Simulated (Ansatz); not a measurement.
# Ga3Se in Ansatz: convergence with ecutrho ratio

The system is Ga3Se.

```xyz
4
Lattice="4.4325 0.0000 0.0000 0.0000 4.4325 0.0000 0.0000 0.0000 4.4325" Properties=species:S:1:pos:R:3 pbc="T T T"
Se    0.0000    0.0000    0.0000
Ga    2.2162    2.2162    0.0000
Ga    2.2162    0.0000    2.2162
Ga    0.0000    2.2162    2.2162
```

The cell comes from a database or a generator and needn't be the stable form of this composition.

```yaml
Program: Ansatz 0.2.0
Task: convergence study
Functional: PBE
Potentials_or_basis: Ansatz PAW
Cutoff: 420 eV
Density_cutoff: 1680 eV
k_mesh: 5 × 5 × 5
Occupations: gaussian, width 0.1 eV
Spin: spin-orbit coupling, no magnetisation
```

These are the settings of the first run; the series varies ecutrho ratio, with any setting tied to it.

Hardware: 2 threads of Arm Neoverse N1 (shared host).

```
ecutrho ratio  energy less the tightest run, at zero smearing (meV/atom)  SCF cycles  CPU time (s)  peak memory (GiB)
            4                                                      -0.01           9            22               0.59
            5                                                       0.00           9            22               0.62
            6                                                       0.00           9            22               0.66
            8                                                       0.00           9            23               0.71
           10                                                       0.00           9            24               0.75
           12                                                       0.00           9            25               0.83
```

Against the tightest run, the energy stays within 1 meV/atom from 4 on. The tightest run that finished is the yardstick and may itself not be fully converged.
